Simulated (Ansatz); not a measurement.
# MoTe2: the cost of one run

Computed with Ansatz 0.2.0 (DFT LDA+U (U_eff = 2 eV on Mo d), plane waves, PAW, unless a step's input says otherwise).

## 1. Starting point

It takes space group P6_3/mmc (No. 194, hexagonal). Conventional cell: a = 3.518 Å, b = 3.518 Å, c = 13.974 Å, α = 90.00°, β = 90.00°, γ = 120.00°. Te (site symmetry 3m) is surrounded by 3 Mo at 2.72 Å. Around Mo (site symmetry -6m2) lie 6 Te at 2.72 Å.

As a file:

```cif
data_structure
_symmetry_space_group_name_H-M 'P 1'
_symmetry_Int_Tables_number 1
_cell_length_a 3.5182
_cell_length_b 3.5182
_cell_length_c 13.9736
_cell_angle_alpha 90.000
_cell_angle_beta 90.000
_cell_angle_gamma 120.000
_cell_volume 149.79
loop_
_atom_site_label
_atom_site_type_symbol
_atom_site_fract_x
_atom_site_fract_y
_atom_site_fract_z
_atom_site_occupancy
Te1 Te 0.33333 0.66667 0.62100 1
Te2 Te 0.66667 0.33333 0.12100 1
Te3 Te 0.33333 0.66667 0.87900 1
Te4 Te 0.66667 0.33333 0.37900 1
Mo1 Mo 0.33333 0.66667 0.25000 1
Mo2 Mo 0.66667 0.33333 0.75000 1
```

An earlier series on this cell reached its lowest free state from «ferromagnetic start, free, symmetry kept, no search», perhaps among other starts (it ended without moments).

## 2. Antiferromagnetic directions held

input.yaml

```yaml
crystal:
  lattice:
    - [3.51819974, 0.0, 0.0]
    - [-1.75909987, 3.04685035, 0.0]
    - [0.0, 0.0, 13.97359995]
  atoms:
    - { symbol: Te, position: [0.3333333333, 0.6666666667, 0.621] }
    - { symbol: Te, position: [0.6666666667, 0.3333333333, 0.121] }
    - { symbol: Te, position: [0.3333333333, 0.6666666667, 0.879] }
    - { symbol: Te, position: [0.6666666667, 0.3333333333, 0.379] }
    - { symbol: Mo, position: [0.3333333333, 0.6666666667, 0.25], spin: 2.0 }
    - { symbol: Mo, position: [0.6666666667, 0.3333333333, 0.75], spin: -2.0 }
basis:
  ecutwfc: 420
  ecutrho_ratio: 4
kpoints:
  mp_grid: { grid: [6, 6, 2] }
hamiltonian:
  xc: lda
  hubbard:
    sites:
      - { site: 4, l: d, u_eff: 2.0, starting_ns: [{ spin: up, occupation_matrix: s4up }, { spin: down, occupation_matrix: s4down }] }
      - { site: 5, l: d, u_eff: 2.0, starting_ns: [{ spin: up, occupation_matrix: s5up }, { spin: down, occupation_matrix: s5down }] }
    occupation_matrices:
      s4up:
        matrix:
          - [0.97, 0.0, 0.0, 0.0, 0.0]
          - [0.0, 0.02, 0.0, 0.0, 0.0]
          - [0.0, 0.0, 0.02, 0.0, 0.0]
          - [0.0, 0.0, 0.0, 0.02, 0.0]
          - [0.0, 0.0, 0.0, 0.0, 0.97]
      s4down:
        matrix:
          - [0.02, 0.0, 0.0, 0.0, 0.0]
          - [0.0, 0.02, 0.0, 0.0, 0.0]
          - [0.0, 0.0, 0.02, 0.0, 0.0]
          - [0.0, 0.0, 0.0, 0.02, 0.0]
          - [0.0, 0.0, 0.0, 0.0, 0.02]
      s5up:
        matrix:
          - [0.02, 0.0, 0.0, 0.0, 0.0]
          - [0.0, 0.02, 0.0, 0.0, 0.0]
          - [0.0, 0.0, 0.02, 0.0, 0.0]
          - [0.0, 0.0, 0.0, 0.02, 0.0]
          - [0.0, 0.0, 0.0, 0.0, 0.02]
      s5down:
        matrix:
          - [0.97, 0.0, 0.0, 0.0, 0.0]
          - [0.0, 0.02, 0.0, 0.0, 0.0]
          - [0.0, 0.0, 0.02, 0.0, 0.0]
          - [0.0, 0.0, 0.0, 0.02, 0.0]
          - [0.0, 0.0, 0.0, 0.0, 0.97]
    ns_hold: { iters: 8 }
scf:
  occupations: { method: gaussian, width: 0.05 }
  lower_state_search: "off"
  max_iter: 150
output:
  forces: true
  stress: true
  eigenvalues: true
  populations: true
  hubbard: { sites: [{ site: 4, l: d }, { site: 5, l: d }] }
magnetization:
  spin_polarized: true
  spin_locking: { lock_directions: true }
```

The typed matrices put 0.97 on the chosen orbitals and 0.02 on the others, and are held for 8 cycles. The lock stays on to the end, so the result is a constrained state.

Launch:

```console
ansatz run input.yaml --threads 4 --pin off --max-ram 6144MiB --backend cpu --events-out ev --progress --plain --runs-dir out
```

**Question.** How long does this run take on 4 threads of Arm Neoverse V1, shared host, and how much memory does it need?

About 35 s, with a peak of 0.72 GiB.
